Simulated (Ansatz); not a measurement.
# BOF (fluoro(oxo)borane) at CCSD/cc-pVTZ

What is the electronic atomisation energy of BOF (fluoro(oxo)borane) at CCSD/cc-pVTZ? 

The calculation is run with Ansatz 0.2.0.

54 further runs of the same task are left out: 9 that didn't finish, 45 set aside as unsound or not needed.

### Step 1. The structure to begin with

BOF has 3 atoms, charge 0, and is taken as a singlet. SMILES: `O=BF`. Geometry: relaxed at PBE0-D4/def2-TZVP.

Bond lengths: O1–B2 1.206 Å, B2–F3 1.282 Å. Angles: O1–B2–F3 180.0°.

### Step 2. A single-point energy at CCSD/cc-pVTZ

Contents of molecule.yaml:

```yaml
crystal:
  periodic: [false, false, false]
  atoms:
    - {symbol: O, position_ang: [0.983100, -0.565100, 0.479900]}
    - {symbol: B, position_ang: [0.020300, -0.011600, 0.009900]}
    - {symbol: F, position_ang: [-1.003400, 0.576800, -0.489800]}
basis:
  gaussian:
    orbitals: cc-pVTZ
correlation:
  method: ccsd
  frozen_orbitals: {B: 1, F: 1, O: 1}
accuracy: high
scf:
  omitted_lower_state_checks: [cluster_reference, increment]
```

Started as:

```console
$ ansatz run molecule.yaml --threads 1 --pin off --max-ram 3480MiB --events-out events.jsonl --progress --plain --runs-dir runs
```

Output:

```text
Warning: RAYON_NUM_THREADS=1 ignored (pool sized by the plan → 1); use --threads N
[... 11 lines left out ...]
3 core orbitals not correlated: weight in the atoms' cores, before any rotation towards them, 1.000 or more for the frozen orbitals, at most 0.000 for the correlated occupied ones
[... 22 lines left out ...]
Total energy: -5434.72896915 eV, -199.7226058248 hartree
Checks for a lower state left out: cluster_reference, increment
```

Run time: 5.1 s. Hardware: 1 thread of Arm Neoverse V2, shared host; peak memory 0.43 GiB.

### Step 3. The B atom

Contents of input.yaml:

```yaml
crystal:
  periodic: [false, false, false]
  atoms:
    - {symbol: B, position_ang: [0.000000, 0.000000, 0.000000]}
basis:
  gaussian:
    orbitals: cc-pVTZ
magnetization:
  spin_polarized: true
  initial_magnetization: 1
correlation:
  method: ccsd
  frozen_orbitals: {B: 1}
accuracy: high
scf:
  omitted_lower_state_checks: [cluster_reference, increment]
```

Run the same way, it converges to -24.59679 Eh (log not shown).

### Step 4. The F atom

Contents of in.yaml:

```yaml
crystal:
  periodic: [false, false, false]
  atoms:
    - {symbol: F, position_ang: [0.000000, 0.000000, 0.000000]}
basis:
  gaussian:
    orbitals: cc-pVTZ
magnetization:
  spin_polarized: true
  initial_magnetization: 1
correlation:
  method: ccsd
  frozen_orbitals: {F: 1}
accuracy: high
scf:
  omitted_lower_state_checks: [cluster_reference, increment]
```

Run the same way, it converges to -99.61677 Eh (log not shown).

### Step 5. The O atom

Contents of input.yaml:

```yaml
basis:
  gaussian:
    orbitals: cc-pVTZ
crystal:
  periodic: [false, false, false]
  atoms:
    - {symbol: O, position_ang: [0.000000, 0.000000, 0.000000]}
magnetization:
  spin_polarized: true
  initial_magnetization: 2
correlation:
  method: ccsd
  frozen_orbitals: {O: 1}
accuracy: high
scf:
  omitted_lower_state_checks: [cluster_reference, increment]
```

Run the same way, it converges to -74.97105 Eh (log not shown).

### Step 6. Outcome

At CCSD/cc-pVTZ, 3 core orbitals frozen:

```
                                             quantity          value
                               molecule: total energy  -199.72261 Eh
molecule: correlation energy (3 core orbitals frozen)     -567.1 mEh
                              molecule: T1 diagnostic          0.016
                                 B atom: total energy   -24.59679 Eh
   B atom: correlation energy (1 core orbital frozen)      -64.7 mEh
            B atom: ⟨S²⟩ of the reference determinant          0.760
                                B atom: T1 diagnostic          0.013
                                 F atom: total energy   -99.61677 Eh
   F atom: correlation energy (1 core orbital frozen)     -211.2 mEh
            F atom: ⟨S²⟩ of the reference determinant          0.753
                                F atom: T1 diagnostic          0.005
                                 O atom: total energy   -74.97105 Eh
   O atom: correlation energy (1 core orbital frozen)     -159.3 mEh
            O atom: ⟨S²⟩ of the reference determinant          2.007
                                O atom: T1 diagnostic          0.005
                        electronic atomisation energy      14.640 eV
```

Taking the molecule apart into free atoms costs 14.64 eV (1413 kJ/mol), before zero-point energy and without spin-orbit coupling.
